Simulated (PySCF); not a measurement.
# H6LuNO3 (Lu(OH)3(NH3)): the cost of one run

Program: PySCF 2.14.0. Level of theory: PBE, Lu lcecp-1-SVP with ECP60, O def2-SVP, H def2-SVP, N def2-SVP; scalar-relativistic core potentials, no spin–orbit coupling. These are calculated values, not measurements.

2 further runs of the same task are left out: 1 for a known fault of the program, 1 that didn't finish.

## Step 1: Where the work starts

11 atoms, charge 0, spin multiplicity 1.

Bond lengths: Lu1–O2 2.099 Å, Lu1–O4 2.099 Å, Lu1–O6 2.099 Å, Lu1–N8 2.445 Å, O2–H3 0.966 Å, O4–H5 0.966 Å, O6–H7 0.966 Å, N8–H9 1.020 Å, N8–H10 1.020 Å, N8–H11 1.020 Å. Angles: O2–Lu1–O4 109.5°, O2–Lu1–O6 109.5°, O2–Lu1–N8 109.5°, O4–Lu1–O6 109.5°, O4–Lu1–N8 109.5°, O6–Lu1–N8 109.5°, Lu1–O2–H3 158.8°, Lu1–O4–H5 158.8°, Lu1–O6–H7 158.8°, Lu1–N8–H9 113.0°, Lu1–N8–H10 113.0°, Lu1–N8–H11 113.0°, H9–N8–H10 105.8°, H9–N8–H11 105.8°, H10–N8–H11 105.8°.

Coordinates:

```
atom     x (Å)     y (Å)     z (Å)
 Lu1   0.00000   0.00000   0.00000
  O2   1.21170   1.21170   1.21170
  H3   1.73140   1.48390   1.97880
  O4  -1.21170  -1.21170   1.21170
  H5  -1.73140  -1.48390   1.97880
  O6   1.21170  -1.21170  -1.21170
  H7   1.73140  -1.97880  -1.48390
  N8  -1.41160   1.41160  -1.41160
  H9  -2.02480   2.02480  -0.87460
 H10  -0.87460   2.02480  -2.02480
 H11  -2.02480   0.87460  -2.02480
```

Formal oxidation states: Lu +3. Each metal's 14 4f electrons lie in its core potential, so multiplicities, spins and levels count the valence alone.

## Step 2: SCF at the start, singlet

Contents of run.py (the lines that set the calculation):

```python
mol = gto.M(atom='''
Lu     0.00000     0.00000     0.00000
O      1.21170     1.21170     1.21170
H      1.73140     1.48390     1.97880
O     -1.21170    -1.21170     1.21170
H     -1.73140    -1.48390     1.97880
O      1.21170    -1.21170    -1.21170
H      1.73140    -1.97880    -1.48390
N     -1.41160     1.41160    -1.41160
H     -2.02480     2.02480    -0.87460
H     -0.87460     2.02480    -2.02480
H     -2.02480     0.87460    -2.02480''',
    basis={'Lu': 'lcecp-1-SVP', 'O': 'def2-SVP', 'H': 'def2-SVP', 'N': 'def2-SVP'},
    ecp={'Lu': 'lcecp-1-SVP'},
    charge=0, spin=0)
mf = dft.RKS(mol, xc='PBE')
mf.grids.atom_grid = (50, 194)  # f atoms: unpruned, at least (60, 302)
mf = mf.density_fit()  # fitting sets: Lu AutoAux, O def2-universal-JKFIT, H def2-universal-JKFIT, N def2-universal-JKFIT
mf.conv_tol = 1e-08; mf.max_cycle = 55
mf.kernel(dm0)  # dm0: free metal ions and neutral atoms
```

Started as:

```console
OMP_NUM_THREADS=2 python run.py
```

What time and memory should one allow on 2 threads of Arm Neoverse V1, shared host?

About 6.6 s, with a peak of 0.73 GiB.
